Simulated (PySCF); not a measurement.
# C4H9FSeSi: the cost of one run

The runs use PySCF 2.14.0, with density-fitted response routines of our own; the level of theory stands in each step. All values are computed, except where a source is named. Atoms are numbered from 0 throughout.

## (1) Starting geometry

16 atoms, charge 0, multiplicity 1; geometry from: GFN2-xTB.

Bonds of the start (Å): F0–C1 1.38, C1–Si2 1.91, Si2–C3 1.90, C3–C4 1.53, C4–C5 1.52, C5–Se6 1.98, Se6–C3 2.01, C1–H7 1.09, C1–H8 1.09, Si2–H9 1.47, Si2–H10 1.46, C3–H11 1.09, C4–H12 1.09, C4–H13 1.09, C5–H14 1.09, C5–H15 1.09.

## (2) TDDFT and polarisability: B3LYP/def2-SVPD

The job: settings as JSON, then the geometry in Å.

```
{"job": {"kind": "uv", "xc": "B3LYP", "basis": "def2-SVPD", "nstates": 8, "ntriplets": 3}, "charge": 0, "multiplicity": 1}
F      3.549901     0.714668    -0.644107
C      2.536186     0.689904     0.291369
Si     1.057268    -0.324820    -0.377199
C     -0.265306    -0.337583     0.991687
C     -1.633768    -0.876590     0.564191
C     -2.303234     0.445261     0.203853
Se    -1.011453     1.507111     1.268867
H      2.968959     0.263460     1.200373
H      2.271913     1.731993     0.492670
H      1.469206    -1.706680    -0.645142
H      0.534465     0.321347    -1.582582
H      0.096596    -0.750869     1.933682
H     -1.593113    -1.593429    -0.257633
H     -2.145628    -1.347197     1.404545
H     -3.334711     0.565703     0.527744
H     -2.204878     0.706666    -0.848761
```

Method: TDDFT B3LYP/def2-SVPD, vertical, gas phase, core orbitals frozen in the response.

The run is started by

```console
$ OMP_NUM_THREADS=1 python probes_run.py task.json out
```

The driver reads the jobs from task.json and runs them one after another.

**Question.** How long does this job take on 1 thread of Arm Neoverse N1, shared host, and how much memory does it need?

About 1.7 min, with a peak of 0.9 GiB.
